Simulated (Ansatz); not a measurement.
I need a ladder of basis sets of KSb. Use Ansatz 0.2.0, Python API. Level of theory (for the species named): B3LYP, def2-SVP basis, multiplicity 3, D4 dispersion. The script varies basis: def2-SVP, def2-SVPD, def2-TZVP, def2-TZVPP.

The script reads `ksb.xyz`:
```text
2

K     0.00000    0.00000    0.00000
Sb    0.00000    0.00000    3.31000
```

`basis_ksb.py`:
```python
# -*- coding: utf-8 -*-
import ansatz as az

SETTINGS = {
    'functional': 'b3lyp',
    'dispersion': 'd4',
}

system = az.Crystal.molecule_from_extxyz('ksb.xyz')

calculation = (
    system.calculation()
    .functional(SETTINGS['functional'], dispersion=SETTINGS['dispersion'])
    .spin('collinear', total=2)
)

energies = {}
for basis in ['def2-SVP', 'def2-SVPD', 'def2-TZVP', 'def2-TZVPP']:
    r = calculation.basis(gaussian=basis).run(threads=1, backend='cpu').report
    size = r['n_frozen'] + r['n_occupied'][0] + r['n_virtual'][0]
    energies[basis] = (r['reference_energy_ev'] / 27.211386246, r['free_energy_ev'] / 27.211386246)
    print(f'{basis:14s} {size:4d} orbitals  reference {energies[basis][0]:14.6f} Ha  total {energies[basis][1]:14.6f} Ha')

last = energies['def2-TZVPP'][1]
for basis, (_, total) in energies.items():
    print(f'{basis:14s} lies {27.211386 * (total - last):9.4f} eV above def2-TZVPP')
```

```console
$ python basis_ksb.py
def2-SVP         50 orbitals  reference    -840.178826 Ha  total    -840.180489 Ha
def2-SVPD        59 orbitals  reference    -840.180625 Ha  total    -840.182288 Ha
def2-TZVP        83 orbitals  reference    -840.264897 Ha  total    -840.266560 Ha
def2-TZVPP       83 orbitals  reference    -840.264897 Ha  total    -840.266560 Ha
def2-SVP       lies    2.3421 eV above def2-TZVPP
def2-SVPD      lies    2.2932 eV above def2-TZVPP
def2-TZVP      lies    0.0000 eV above def2-TZVPP
def2-TZVPP     lies    0.0000 eV above def2-TZVPP
```

Against def2-SVP: def2-SVPD -1.8 mHa, def2-TZVP -86.1 mHa and def2-TZVPP -86.1 mHa. The last step alone is +0.00 mHa (these two sets differ little on atoms other than hydrogen). From the first set to the last the time grows from 7.3 to 11.8 s.

Caveats:
- The drop along the ladder measures the basis error, and is no property of the molecule.
- The geometry is a force-field or estimated start, not a minimum of this method, and the last set is no limit. Much of the fall in a total is atomic energy, which cancels in bond and reaction energies.
- def2 sets replace the cores of elements past krypton by effective core potentials.
- The run takes the species as open-shell (spin multiplicity 3), which needn't be its ground state.
- Total less reference energy is the dispersion correction.
- b3lyp holds the VWN-RPA fit, as in Gaussian; the form of ORCA and Turbomole is b3lyp5.
- The spin state was assumed, and another may lie lower.
- Wall time of the script: 44 s on 1 thread of Arm Neoverse V2 (shared host), peak memory 0.28 GiB.
